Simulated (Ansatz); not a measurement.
# BrH3O2Zn: the cost of one run

All numbers below are computed with Ansatz 0.2.0 (RKS BLYP/def2-mTZVP).

## Step 1: The system as given

Bond lengths: Zn1–Br2 2.825 Å, Zn1–O3 1.723 Å, Zn1–O5 2.197 Å, O3–H6 0.956 Å, O5–H7 0.957 Å. Angles: Br2–Zn1–O3 144.2°, Br2–Zn1–O5 73.0°, O3–Zn1–O5 132.0°, Zn1–O3–H6 117.2°, Zn1–O5–H7 133.1°.

As a file:

```xyz
7

Zn   -0.2456   -0.7459    0.3186
Br    0.4339   -0.9344   -2.4166
O    -0.0749   -1.5039    1.8564
H     0.4391    0.8560   -1.5415
O     0.2072    1.2896   -0.3743
H    -0.4418   -1.0470    2.6116
H    -0.3179    2.0856   -0.4542
```

## Step 2: Pulling towards end A

Springs on the bonds that form and break draw the guess towards this end; the thresholds are loose.

Contents of input.yaml:

```yaml
crystal:
  periodic: [false, false, false]
  atoms:
    - { symbol: Zn, position_ang: [-0.2456, -0.7459, 0.3186] }
    - { symbol: Br, position_ang: [0.4339, -0.9344, -2.4166] }
    - { symbol: O, position_ang: [-0.0749, -1.5039, 1.8564] }
    - { symbol: H, position_ang: [0.4391, 0.856, -1.5415] }
    - { symbol: O, position_ang: [0.2072, 1.2896, -0.3743] }
    - { symbol: H, position_ang: [-0.4418, -1.047, 2.6116] }
    - { symbol: H, position_ang: [-0.3179, 2.0856, -0.4542] }
basis:
  gaussian: { orbitals: def2-mTZVP }
hamiltonian:
  xc: blyp
relax:
  f_tol: 0.15
  max_steps: 25
  restrain:
    - { distance: [0, 4], at: 3.18, k: 30.0 }
    - { distance: [3, 1], at: 2.81, k: 30.0 }
    - { distance: [0, 1], at: 2.42, k: 30.0 }
    - { distance: [3, 4], at: 0.97, k: 30.0 }
output:
  orbitals: {}
```

Run with:

```
$ ansatz run input.yaml --threads 4 --pin off --max-ram 5120MiB --backend cpu --events-out ev --progress --plain --runs-dir out
```

**Question.** How long does this run take on 4 threads of Arm Neoverse N1, shared host, and how much memory does it need?

About 24 s, with a peak of 0.18 GiB.
